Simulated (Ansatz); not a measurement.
# CH₄BFOS, SMILES OCB(F)S: a single point in a Gaussian basis

Program: Ansatz 0.2.0 through its Python package.

Contents of `ch4bfos.xyz`:
```text
9

O    -0.64790   -1.30080   -0.97480
C     0.16410   -0.91730    0.06110
B     0.61200    0.59810   -0.10540
F     1.42810    1.02250   -1.28330
S     0.27950    1.84310    1.24610
H    -1.59340   -0.88710   -0.74700
H     1.08740   -1.56960    0.02480
H    -0.29020   -1.04700    1.04040
H    -0.95110    2.21180    0.72090
```

The script, `run_energy.py`:
```python
# -*- coding: utf-8 -*-
import ansatz as az

params = {
    'basis': 'def2-SVP',
    'functional': 'lc_wpbe',
}

mol = az.Crystal.molecule_from_extxyz('ch4bfos.xyz')

calculation = (
    mol.calculation()
    .basis(gaussian=params['basis'])
    .functional(params['functional'])
    .accuracy('high')
    .scf(lower_state_search='light')
)
trace = []
done = calculation.session().plan().execute(on_event=trace.append)
rep = done.report
for event in trace:
    if event['event'] == 'mean_field_evaluation' and event['data']['evaluation'] <= 25:
        print('pass {evaluation:3d}  E = {energy_ev:.6f} eV  gradient {gradient_ev:.1e}'.format(**event['data']))

for key in ('converged', 'free_energy_ev', 'reference_energy_ev', 'n_frozen', 'n_occupied', 'n_virtual'):
    print(f'{key:22s} {rep[key]}')

field = rep['mean_field']
print('<S^2> =', round(abs(field['state']['spin_squared']), 4), ' all-electron relativity setting:', field['relativity'])
print('passes:', field['passes'])
if 'symmetry' in field:
    print('occupied orbitals by irrep:', field['symmetry']['occupied'])
```

```console
$ python run_energy.py
pass   1  E = -17359.083308 eV  gradient 4.5e+01
pass   2  E = -17359.439899 eV  gradient 4.9e+01
pass   3  E = -17363.074289 eV  gradient 4.6e+00
pass   4  E = -17363.116293 eV  gradient 2.1e+00
pass   5  E = -17363.125102 eV  gradient 6.8e-01
pass   6  E = -17363.125114 eV  gradient 6.8e-01
pass   7  E = -17363.128872 eV  gradient 6.8e-01
pass   8  E = -17363.129869 eV  gradient 1.9e-01
pass   9  E = -17363.129977 eV  gradient 4.3e-02
pass  10  E = -17363.129988 eV  gradient 1.3e-02
pass  11  E = -17363.129988 eV  gradient 1.3e-02
pass  12  E = -17363.129989 eV  gradient 4.3e-03
pass  13  E = -17363.129989 eV  gradient 1.5e-03
pass  14  E = -17363.129989 eV  gradient 6.7e-04
pass  15  E = -17363.129989 eV  gradient 6.7e-04
pass  16  E = -17363.129989 eV  gradient 2.4e-04
pass  17  E = -17363.129989 eV  gradient 6.8e-05
pass  18  E = -17363.129989 eV  gradient 6.8e-05
pass  19  E = -17363.129989 eV  gradient 3.9e-05
pass  20  E = -17363.129989 eV  gradient 6.5e-06
pass  21  E = -17363.129989 eV  gradient 6.4e-06
pass  22  E = -17363.129989 eV  gradient 2.8e-06
pass  23  E = -17363.129989 eV  gradient 1.5e-06
pass  24  E = -17363.129989 eV  gradient 4.7e-07
pass  25  E = -17363.129989 eV  gradient 4.7e-07
converged              True
free_energy_ev         -17363.129989150628
reference_energy_ev    -17363.129989150628
n_frozen               0
n_occupied             [24, 24]
n_virtual              [70, 70]
<S^2> = 0.0  all-electron relativity setting: none
passes: {'evaluations': 23, 'products': 14}
occupied orbitals by irrep: [{'A': 24}, {'A': 24}]
```

Reading the output:
- The settings weren't tested for convergence.
- The geometry is a force-field or estimated start, not a minimum of this method, and the basis set is short of its limit.
- Early passes use coarser integrals and grids, so their energies can't be compared with the last.
- Hardware and time: 6.1 s on 1 thread of Intel(R) Xeon(R) 6975P-C (Granite Rapids), with other jobs on the host, peak memory 0.36 GiB.

(A comment or docstring line of the script was reworded after the run, the code is as it ran; lines on the test bed's own set-up are left out of the output.)
